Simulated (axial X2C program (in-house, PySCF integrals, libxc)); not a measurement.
**TaSe⁺: properties at the nuclei**

Wanted for TaSe⁺: properties at the nuclei, at the two-component level.

Method: two-component X2C with atomic mean-field terms, Ta dyall-cv3z, Se dyall-cv3z; program: an in-house X2C program for linear molecules on PySCF integrals.

All values are calculated.

## (1) The job

task.json

```json
{"zs": [73, 34], "q": 1, "bas": ["dyall-cv3z", "dyall-cv3z"], "r0": 2.33, "levels": ["PBE0", "HF", "BP86", "LDA", "BHandHLYP"], "nst": 3}
```

Keys: zs atomic numbers; q charge; bas basis sets; r0 starting distance in Å; levels methods (HF also brings MP2); nst determinants followed.

Launch:

```
$ python soeom.py task.json out
```

The runs that follow: Expectation values, lowest determinant; Expectation values, a higher determinant; Expectation values, a higher determinant.

Before running it: what results should come out? Wanted: lowest determinant; Eeff magnitude; Ws magnitude Ta; A∥/gI Ta; qzz Ta; higher determinant (for each run or level that gives them).

**Answer**, as computed:

```
                                        quantity                                            value
                              lowest determinant  Ω = 1 (excess of +ω over −ω: ω = -1/2, ω = 3/2)
                    Eeff magnitude (GV/cm), PBE0                                             13.8
                     Ws magnitude Ta (kHz), PBE0                                             11.7
                            A∥/gI Ta (MHz), PBE0                                            -4370
                             qzz Ta (a.u.), PBE0                                            -2.58
                              higher determinant   Ω = 3 (excess of +ω over −ω: ω = 1/2, ω = 5/2)
Eeff magnitude (GV/cm), PBE0, higher determinant                                             12.9
 Ws magnitude Ta (kHz), PBE0, higher determinant                                             3.76
        A∥/gI Ta (MHz), PBE0, higher determinant                                             2170
         qzz Ta (a.u.), PBE0, higher determinant                                            -3.00
                              higher determinant   Ω = 2 (excess of +ω over −ω: ω = 1/2, ω = 3/2)
Eeff magnitude (GV/cm), PBE0, higher determinant                                             11.2
 Ws magnitude Ta (kHz), PBE0, higher determinant                                             5.21
        A∥/gI Ta (MHz), PBE0, higher determinant                                             3700
         qzz Ta (a.u.), PBE0, higher determinant                                            -2.49
```

In words: In the first state, the effective field runs from 8.49 to 16.7 GV/cm over the mean-field levels. The expectation values come from single determinants, which for open shells can mix terms of unlike spin or miss the lowest Ω, so a determinant need not be a state. Eeff is the effective electric field on the electron dipole moment in this Ω state and Ws the scalar–pseudoscalar constant (defined with the proton number Z and per Ω); A∥ is the parallel hyperfine constant, which follows by multiplying with the nuclear g factor gI = μI/(I μN); qzz is the electric field gradient, eQq0 = 234.96 MHz × Q/barn × qzz. The operators were transformed with the bare-nucleus X2C matrices.
